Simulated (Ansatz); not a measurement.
# NH₃Br (doublet): the correlation ladder at distance N1–H4 along a hydrogen transfer = 1.189 Å, cc-pVDZ

How much of the correlation energy of NH₃Br (doublet) does each wave-function method recover here?

The runs use Ansatz 0.2.0, Gaussian basis; cc-pVDZ, core rule «outside noble gas», up to 15 orbitals frozen.

The runs, in order: UHF; CCSD(T) on ROHF; CCSD(T) on UHF; BCCD(T) on ROHF; CISD; CCSDT(Q) on ROHF; CCSDT(Q) on UHF; CASSCF and MRCISD+Q, 3 electrons in 3 orbitals; CASSCF and NEVPT2, 3 electrons in 3 orbitals; CASSCF and NEVPT2, 15 electrons in 11 orbitals.

5 further runs of the same task are left out: 2 for a mislabelled method, 2 that didn't finish, 1 set aside as unsound or not needed.

## 1. The system

The geometry derives from fragments relaxed apart (PBE0/def2-TZVP) and kept rigid, so it is no stationary point. A hydrogen atom is moved between rigid fragments. No spin-orbit coupling is included. The filled d shell of Br may be among the frozen orbitals whatever the setting's name suggests; the logs give the count.

5 atoms, charge 0, spin multiplicity 2.

Atoms are counted from 1 here; the program's logs count them from 0.

Bond lengths: N1–H2 1.012 Å, N1–H3 1.012 Å, N1–H4 1.189 Å, H4–Br5 1.662 Å. Angles: H2–N1–H3 107.1°, H2–N1–H4 107.1°, H3–N1–H4 107.1°, N1–H4–Br5 180.0°.

## 2. UHF

in.yaml reads:

```yaml
crystal:
  periodic: [false, false, false]
  atoms:
    - {symbol: N, position_ang: [-2.356286, -0.005881, -0.009153]}
    - {symbol: H, position_ang: [-2.653566, 0.961952, -0.009152]}
    - {symbol: H, position_ang: [-2.653565, -0.408181, 0.871107]}
    - {symbol: H, position_ang: [-1.167286, -0.005881, -0.009153]}
    - {symbol: Br, position_ang: [0.494714, -0.005880, -0.009153]}
basis:
  gaussian: {orbitals: cc-pVDZ}
magnetization: {spin_polarized: true, initial_magnetization: 1}
hamiltonian: {xc: hf}
output: {orbitals: {seedname: orbitals}}
```

On the command line:

```bash
ansatz run in.yaml --threads 1 --pin off --events-out ev --progress --plain --max-ram 2393MiB
```

The runs that follow: CCSD(T) on ROHF; CCSD(T) on UHF; BCCD(T) on ROHF; CISD; CCSDT(Q) on ROHF; CCSDT(Q) on UHF; CASSCF and MRCISD+Q, 3 electrons in 3 orbitals; CASSCF and NEVPT2, 3 electrons in 3 orbitals; CASSCF and NEVPT2, 15 electrons in 11 orbitals.

Before running them: what should the planned runs give, taken together? Wanted: UCCSDT(Q) below the RHF energy; RMP2 from UCCSDT(Q); UMP2 from UCCSDT(Q); RCCSD from UCCSDT(Q); RCCSD(T) from UCCSDT(Q); UCCSD(T) from UCCSDT(Q); RCCSDT(Q) from UCCSDT(Q); NEVPT2 pair from UCCSDT(Q); MRCISD+Q pair from UCCSDT(Q).

The runs gave:

| quantity | value |
| --- | --- |
| UCCSDT(Q) below the RHF energy | -9.3423 eV |
| RMP2 from UCCSDT(Q) | +1256.7 meV |
| UMP2 from UCCSDT(Q) | +1076.5 meV |
| RCCSD from UCCSDT(Q) | +265.7 meV |
| RCCSD(T) from UCCSDT(Q) | +54.4 meV |
| UCCSD(T) from UCCSDT(Q) | +38.5 meV |
| RCCSDT(Q) from UCCSDT(Q) | +1.5 meV |
| NEVPT2 pair from UCCSDT(Q) | +995.8 meV |
| MRCISD+Q pair from UCCSDT(Q) | +136.2 meV |
| NEVPT2 valence from UCCSDT(Q) | +1412.9 meV |
| levels within 1 kcal/mol (43 meV) | UCCSD(T), BCCD(T), RCCSDT, UCCSDT, RCCSDT(Q) |
| T1 diagnostic | 0.076 |
| effectively unpaired electrons | 1.02 |

RCCSD(T) misses by +54.4 meV, 0.6 % of the correlation energy. The occupations are near whole numbers, but T1 = 0.076 shows that the orbitals relax strongly. Of the multireference levels listed MRCISD+Q pair comes nearest in total energy (+136.2 meV), which doesn't show that its space is the better one. These misses are within one basis, not against nature; the frozen cores of restricted and unrestricted runs differ, which can shift their rows.
